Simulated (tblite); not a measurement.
# C3H9AlF2OS: the cost of one run

Programs: tblite 0.8.0 and PySCF 2.14.0, with density-fitted response routines of our own. Each step states its level of theory. These are calculated values for one molecule in the gas phase, unless marked as measured. Atoms are numbered from 0 throughout.

**1. The molecule as given**

17 atoms, charge 0, multiplicity 1; geometry from: force field or distance geometry start.

Bonds of the start (Å): C0–S1 1.78, S1–C2 1.75, S1–Al3 2.23, Al3–O4 1.82, O4–C5 1.40, C5–F6 1.38, C5–F7 1.40, C0–H8 1.11, C0–H9 1.10, C0–H10 1.12, C2–H11 1.10, C2–H12 1.11, C2–H13 1.11, Al3–H14 1.62, Al3–H15 1.59, C5–H16 1.12.

**2. Relaxing the molecule with GFN2-xTB**

The job: settings as JSON, then the geometry in Å.

```
{"job": {"kind": "relax", "xc": "GFN2-xTB", "basis": "xTB"}, "charge": 0, "multiplicity": 1}
C     -2.181500    -1.457200     0.594700
S     -1.143600    -0.509000    -0.496800
C     -1.924600     1.039900    -0.759400
Al     0.867100    -0.326700     0.441600
O      1.764900     1.185600    -0.025000
C      3.066200     0.786400    -0.342100
F      3.383800     1.084400    -1.650100
F      4.019800     1.334100     0.529700
H     -1.671100    -2.431300     0.740600
H     -2.321500    -0.858400     1.508200
H     -3.192600    -1.613300     0.141200
H     -1.966300     1.211400    -1.847400
H     -1.434100     1.902800    -0.272600
H     -2.977500     0.966200    -0.413600
H      0.776200    -0.409000     2.054400
H      1.741600    -1.570900    -0.013100
H      3.186100    -0.323000    -0.200200
```

Started as:

```bash
$ OMP_NUM_THREADS=1 python probes_run.py task.json out
```

One launch serves the whole session: the jobs run in the order shown.

Q: Estimate the wall time and peak memory of this first job on 1 thread of Arm Neoverse N1, shared host.

About 1.8 s, with a peak of 0.18 GiB.
